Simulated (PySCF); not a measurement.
**C₁₂H₈S₃: NMR shifts at several levels of theory, part 1 of 2**

Aim: compute the NMR shifts of C₁₂H₈S₃ (`c1csc(-c2ccc(-c3cccs3)s2)c1`) at several levels, and see how far they spread and what each costs.

Computed with PySCF 2.14.0, with density-fitted response routines of our own, on a single molecule in the gas phase. Atoms are numbered from 0 throughout.

## (1) The molecule as given

23 atoms, charge 0, multiplicity 1; geometry from: GFN2-xTB.

Bonds of the start (Å): C0–C1 1.36, C1–S2 1.72, S2–C3 1.74, C3–C4 1.43, C4–C5 1.37, C5–C6 1.40, C6–C7 1.37, C7–C8 1.43, C8–C9 1.37, C9–C10 1.41, C10–C11 1.36, C11–S12 1.72, C7–S13 1.74, C3–C14 1.37, C14–C0 1.41, S13–C4 1.74, S12–C8 1.74, C0–H15 1.08, C1–H16 1.07, C5–H17 1.08, C6–H18 1.08, C9–H19 1.08, C10–H20 1.08, C11–H21 1.07, C14–H22 1.08.

## (2) Relaxing the molecule at PBE0-D3(BJ)/def2-SVP

The job: settings as JSON, then the geometry in Å.

```
{"job": {"xc": "PBE0", "basis": "def2-SVP", "d3": "d3bj", "grid": 1, "kind": "geom"}, "charge": 0, "multiplicity": 1}
C     -4.385730     1.651700    -0.960900
C     -4.601240     2.173440     0.275010
S     -3.263680     1.931330     1.326720
C     -2.383840     1.102610     0.071850
C     -1.074380     0.592990     0.311160
C     -0.332880     0.656590     1.465750
C      0.922890     0.050130     1.355030
C      1.163220    -0.486570     0.113600
C      2.326940    -1.170770    -0.343890
C      2.567200    -1.708350    -1.582540
C      3.832100    -2.314850    -1.685990
C      4.547230    -2.238140    -0.533230
S      3.690110    -1.420550     0.712020
S     -0.195770    -0.236120    -0.945350
C     -3.124300     1.041050    -1.080920
H     -5.103470     1.701140    -1.760000
H     -5.465920     2.690300     0.640500
H     -0.697560     1.130300     2.360270
H      1.641770     0.000690     2.153980
H      1.851040    -1.661870    -2.383430
H      4.195670    -2.788530    -2.580200
H      5.530670    -2.612750    -0.330950
H     -2.763150     0.569330    -1.977320
```

Standard output:

```text
step   0  E = -1655.02037557  max force = 0.012111
step   1  E = -1655.02301657  max force = 0.007327
step   2  E = -1655.02336336  max force = 0.004886
step   3  E = -1655.02367411  max force = 0.002984
step   4  E = -1655.02359292  max force = 0.003335
step   5  E = -1655.02372774  max force = 0.001086
step   6  E = -1655.02374083  max force = 0.000357
optimisation converged
```

It took 7.2 min on 8 threads of Intel Xeon at 2.50GHz (Skylake/Cascade Lake), shared host.

Relaxation path: (the energy doesn't fall at every step)

| step | energy from step 0 (eV) | largest force component (eV/Å) |
| --- | --- | --- |
| 0 | 0.0000 | 0.6228 |
| 1 | -0.0719 | 0.3768 |
| 2 | -0.0813 | 0.2512 |
| 3 | -0.0898 | 0.1534 |
| 4 | -0.0875 | 0.1715 |
| 5 | -0.0912 | 0.0558 |
| 6 | -0.0916 | 0.0184 |

Close pairs (by a distance rule), those that changed most:

| bond | before (Å) | after (Å) | change (Å) |
| --- | --- | --- | --- |
| C3–C4 | 1.425 | 1.445 | +0.020 |
| C7–C8 | 1.425 | 1.445 | +0.020 |
| C1–H16 | 1.072 | 1.089 | +0.017 |
| C11–H21 | 1.072 | 1.089 | +0.017 |
| C9–H19 | 1.075 | 1.091 | +0.016 |
| C14–H22 | 1.075 | 1.091 | +0.016 |
| C0–H15 | 1.075 | 1.091 | +0.015 |
| C10–H20 | 1.075 | 1.091 | +0.015 |

The next job starts from the end point, and lists it.

| at the end point | value |
| --- | --- |
| point group (found at 0.08 Å tolerance) | C2v |
| rotational constants (GHz, main isotopes) | 1.763, 0.185, 0.168 |
| dipole moment (D) | 0.46 |

## (3) Shielding tensors: PBE0/pcSseg-1

The job: settings as JSON, then the geometry in Å.

```
{"job": {"kind": "nmr", "xc": "PBE0", "basis": "pcSseg-1", "pop": false}, "charge": 0, "multiplicity": 1}
C     -4.416608     1.666282    -0.963627
C     -4.632761     2.194047     0.282576
S     -3.287882     1.943049     1.319908
C     -2.400281     1.113562     0.080661
C     -1.073499     0.601449     0.337172
C     -0.327490     0.665254     1.497456
C      0.939631     0.051877     1.381588
C      1.174149    -0.486231     0.131687
C      2.344252    -1.182466    -0.352316
C      2.575888    -1.722749    -1.602043
C      3.849618    -2.336442    -1.717451
C      4.576302    -2.258703    -0.558129
S      3.715243    -1.439129     0.680359
S     -0.191959    -0.227162    -0.906342
C     -3.144362     1.049563    -1.080846
H     -5.146653     1.718398    -1.772203
H     -5.512855     2.719667     0.650277
H     -0.690828     1.144276     2.408096
H      1.668173     0.002113     2.192467
H      1.844561    -1.675427    -2.410762
H      4.216167    -2.817817    -2.624837
H      5.577081    -2.640698    -0.361776
H     -2.778965     0.570386    -1.990745
```

With the program's defaults for keys left out, this is: GIAO PBE0/pcSseg-1 NMR shielding, non-relativistic, gas phase.

Standard output:

```text
coarse grid: 22864 points
cycle   1  E = -1655.4204753852  dE =  3.124e+00  |g| = 4.550e-01  |ddm| = 5.667e+00
cycle   2  E = -1655.3791129962  dE =  4.136e-02  |g| = 6.014e-01  |ddm| = 1.284e+00
cycle   3  E = -1655.4742169821  dE = -9.510e-02  |g| = 1.059e-01  |ddm| = 7.568e-01
cycle   4  E = -1655.4768623818  dE = -2.645e-03  |g| = 5.054e-02  |ddm| = 2.000e-01
cycle   5  E = -1655.4774938606  dE = -6.315e-04  |g| = 1.887e-02  |ddm| = 8.865e-02
cycle   6  E = -1655.4775897550  dE = -9.589e-05  |g| = 5.132e-03  |ddm| = 2.801e-02
cycle   7  E = -1655.4775963283  dE = -6.573e-06  |g| = 1.614e-03  |ddm| = 7.595e-03
final grid: 212712 points
cycle   8  E = -1655.5743751985  dE = -3.084e-05  |g| = 1.376e-02  |ddm| = 7.280e-02
cycle   9  E = -1655.5743220824  dE =  5.312e-05  |g| = 1.952e-02  |ddm| = 3.887e-02
cycle  10  E = -1655.5744240592  dE = -1.020e-04  |g| = 1.382e-03  |ddm| = 2.556e-02
cycle  11  E = -1655.5744245501  dE = -4.909e-07  |g| = 5.669e-04  |ddm| = 2.469e-03
cycle  12  E = -1655.5744246387  dE = -8.857e-08  |g| = 9.682e-05  |ddm| = 7.893e-04
cycle  13  E = -1655.5744246401  dE = -1.444e-09  |g| = 6.397e-05  |ddm| = 1.814e-04
cycle  14  E = -1655.5744246411  dE = -1.025e-09  |g| = 1.410e-05  |ddm| = 7.747e-05
cycle  15  E = -1655.5744246412  dE = -4.911e-11  |g| = 5.874e-06  |ddm| = 2.165e-05
converged SCF energy = -1655.5744246412

GIAO shielding tensors (ppm)
atom      isotropic    diamagn.    paramagn.     s11        s22        s33       span
  0 C       52.016     254.269    -202.253    -29.280     39.437    145.891    175.172
  1 C       53.546     269.548    -216.003    -37.990     58.747    139.880    177.870
  2 S      284.036    1056.665    -772.629    152.258    307.519    392.332    240.074
  3 C       39.013     255.284    -216.271    -28.577     23.836    121.782    150.359
  4 C       41.430     261.965    -220.534    -28.420     35.061    117.651    146.071
  5 C       57.075     251.594    -194.519    -11.620     45.657    137.189    148.809
  6 C       57.072     251.614    -194.542    -11.627     45.697    137.146    148.773
  7 C       41.357     261.978    -220.622    -28.470     34.938    117.602    146.072
  8 C       38.975     255.345    -216.369    -28.486     23.751    121.661    150.147
  9 C       57.980     248.230    -190.250    -12.971     44.479    142.431    155.403
 10 C       52.056     254.320    -202.265    -29.275     39.509    145.934    175.209
 11 C       53.532     269.408    -215.876    -37.841     58.580    139.855    177.696
 12 S      284.600    1056.661    -772.061    151.355    308.481    393.964    242.609
 13 S      297.353    1060.805    -763.453    174.757    347.503    369.798    195.040
 14 C       58.020     248.227    -190.207    -12.919     44.542    142.437    155.356
 15 H       24.262      27.782      -3.520     21.003     24.599     27.184      6.181
 16 H       24.285      28.996      -4.711     21.170     24.462     27.223      6.053
 17 H       24.114      31.792      -7.678     19.171     25.312     27.859      8.688
 18 H       24.114      31.796      -7.683     19.169     25.310     27.863      8.695
 19 H       24.007      31.864      -7.857     18.999     24.549     28.473      9.474
 20 H       24.259      27.788      -3.530     21.008     24.596     27.172      6.164
 21 H       24.295      28.952      -4.656     21.166     24.469     27.251      6.085
 22 H       24.009      31.859      -7.850     18.996     24.554     28.476      9.479
```

Wall time 3.1 min (8 threads of Intel Xeon at 2.50GHz (Skylake/Cascade Lake), shared host).

Shifts follow as δ = σ(reference) − σ, with reference shieldings (ppm) from runs at the same level and on the same kind of geometry: 1H TMS 31.27, 13C TMS 184.4, 33S CS2 496. The references are single molecules in the gas phase. Atoms listed in one row are averaged.

| atoms | environment | σ (ppm) | δ (ppm) | δ scaled to CDCl3 |
| --- | --- | --- | --- | --- |
| C3, C8 | substituted aromatic carbon next to the ring sulfur | 39.0 | 145.4 | 137.1 |
| C4, C7 | substituted aromatic carbon next to the ring sulfur | 41.4 | 143.0 | 134.8 |
| C0, C10 | aromatic CH | 52.0 | 132.4 | 128.0 |
| C1, C11 | aromatic CH next to the ring sulfur | 53.5 | 130.9 | 123.0 |
| C5, C6 | aromatic CH | 57.1 | 127.3 | 123.1 |
| C9, C14 | aromatic CH | 58.0 | 126.4 | 122.2 |
| H19, H22 | hydrogen on an aromatic CH | 24.01 | 7.26 | 7.10 |
| H17, H18 | hydrogen on an aromatic CH | 24.11 | 7.15 | 7.00 |
| H15, H20 | hydrogen on an aromatic CH | 24.26 | 7.01 | 6.86 |
| H16, H21 | hydrogen on an aromatic CH next to the ring sulfur | 24.29 | 6.98 | 6.83 |
| S2, S12 | aromatic ring sulfur | 284 | 211 | – |
| S13 | aromatic ring sulfur | 297 | 198 | – |

The scaled column applies a straight-line fit of computed shieldings to shifts measured in CDCl3, with any fitted terms for Cl, Br or S neighbours (root-mean-square error 0.21 ppm for H, 2.0 ppm for C).

Ring of atoms C0, C1, S2, C3, C14: NICS(0) -11.2, NICS(1) -9.9, NICS(1)zz -21.9 ppm (means of both faces).

Ring of atoms C4, C5, C6, C7, S13: NICS(0) -9.0, NICS(1) -8.1, NICS(1)zz -15.4 ppm (means of both faces).

Ring of atoms C8, C9, C10, C11, S12: NICS(0) -11.2, NICS(1) -9.9, NICS(1)zz -21.9 ppm (means of both faces).

## (4) Shielding tensors: PBE/pcSseg-1

Same as in step 3 but for these lines:

```diff
@@ -1,2 +1,2 @@
-{"job": {"kind": "nmr", "xc": "PBE0", "basis": "pcSseg-1", "pop": false}, "charge": 0, "multiplicity": 1}
+{"job": {"kind": "nmr", "xc": "PBE", "basis": "pcSseg-1", "pop": false}, "charge": 0, "multiplicity": 1}
 C     -4.416608     1.666282    -0.963627
```

With the program's defaults for keys left out, this is: GIAO PBE/pcSseg-1 NMR shielding, non-relativistic, gas phase.

Standard output:

```text
coarse grid: 22864 points
cycle   1  E = -1655.1927548477  dE =  2.536e+00  |g| = 7.202e-01  |ddm| = 5.807e+00
cycle   2  E = -1654.8343954477  dE =  3.584e-01  |g| = 1.311e+00  |ddm| = 2.356e+00
cycle   3  E = -1655.3181376087  dE = -4.837e-01  |g| = 2.298e-01  |ddm| = 1.842e+00
cycle   4  E = -1655.3325777610  dE = -1.444e-02  |g| = 9.158e-02  |ddm| = 3.990e-01
cycle   5  E = -1655.3343259733  dE = -1.748e-03  |g| = 4.809e-02  |ddm| = 1.735e-01
cycle   6  E = -1655.3349076037  dE = -5.816e-04  |g| = 1.906e-02  |ddm| = 7.500e-02
cycle   7  E = -1655.3350032317  dE = -9.563e-05  |g| = 5.503e-03  |ddm| = 2.692e-02
cycle   8  E = -1655.3350105126  dE = -7.281e-06  |g| = 1.977e-03  |ddm| = 8.591e-03
final grid: 212712 points
cycle   9  E = -1655.4666001909  dE =  4.215e-06  |g| = 2.157e-02  |ddm| = 1.002e-01
cycle  10  E = -1655.4660907189  dE =  5.095e-04  |g| = 4.683e-02  |ddm| = 8.435e-02
cycle  11  E = -1655.4667100829  dE = -6.194e-04  |g| = 7.536e-03  |ddm| = 6.589e-02
cycle  12  E = -1655.4667261388  dE = -1.606e-05  |g| = 1.429e-03  |ddm| = 9.162e-03
cycle  13  E = -1655.4667267692  dE = -6.304e-07  |g| = 4.722e-04  |ddm| = 2.779e-03
cycle  14  E = -1655.4667268222  dE = -5.299e-08  |g| = 1.891e-04  |ddm| = 7.620e-04
cycle  15  E = -1655.4667268309  dE = -8.660e-09  |g| = 6.855e-05  |ddm| = 2.603e-04
cycle  16  E = -1655.4667268319  dE = -9.986e-10  |g| = 3.523e-05  |ddm| = 1.217e-04
cycle  17  E = -1655.4667268322  dE = -3.620e-10  |g| = 5.307e-06  |ddm| = 4.533e-05
converged SCF energy = -1655.4667268322

GIAO shielding tensors (ppm)
atom      isotropic    diamagn.    paramagn.     s11        s22        s33       span
  0 C       49.939     252.731    -202.792    -26.026     36.666    139.177    165.203
  1 C       53.388     268.176    -214.788    -31.754     58.872    133.048    164.802
  2 S      263.883    1057.221    -793.337    140.194    285.135    366.320    226.126
  3 C       37.647     254.709    -217.061    -22.455     22.026    113.371    135.826
  4 C       39.915     262.035    -222.120    -21.988     32.880    108.852    130.841
  5 C       54.913     250.607    -195.693     -8.982     43.975    129.746    138.728
  6 C       54.907     250.625    -195.718     -8.992     44.013    129.700    138.693
  7 C       39.847     262.046    -222.199    -22.031     32.766    108.805    130.836
  8 C       37.604     254.766    -217.162    -22.370     21.940    113.241    135.611
  9 C       56.138     247.862    -191.724    -10.431     43.196    135.649    146.080
 10 C       49.974     252.782    -202.808    -26.035     36.739    139.217    165.252
 11 C       53.376     268.039    -214.663    -31.604     58.707    133.024    164.628
 12 S      264.486    1057.217    -792.731    139.359    286.125    367.974    228.615
 13 S      277.979    1061.418    -783.439    163.870    327.291    342.777    178.906
 14 C       56.174     247.862    -191.687    -10.382     43.252    135.653    146.036
 15 H       24.304      28.054      -3.751     21.331     24.688     26.891      5.560
 16 H       24.409      28.935      -4.527     21.475     24.559     27.193      5.718
 17 H       24.180      31.905      -7.725     19.593     25.163     27.785      8.192
 18 H       24.180      31.910      -7.730     19.591     25.160     27.789      8.198
 19 H       24.068      32.278      -8.210     19.414     24.415     28.375      8.961
 20 H       24.301      28.061      -3.760     21.337     24.686     26.879      5.542
 21 H       24.419      28.890      -4.472     21.470     24.566     27.220      5.750
 22 H       24.069      32.273      -8.204     19.411     24.419     28.377      8.966
```

Wall time 2.1 min (8 threads of Intel Xeon at 2.50GHz (Skylake/Cascade Lake), shared host).

Key values: δ C3 142.4, C4 140.2, C0 130.1, C1 126.6, H19 7.13, H17 7.02 ppm (means over like atoms).

(Continued in part 2 of 2.)
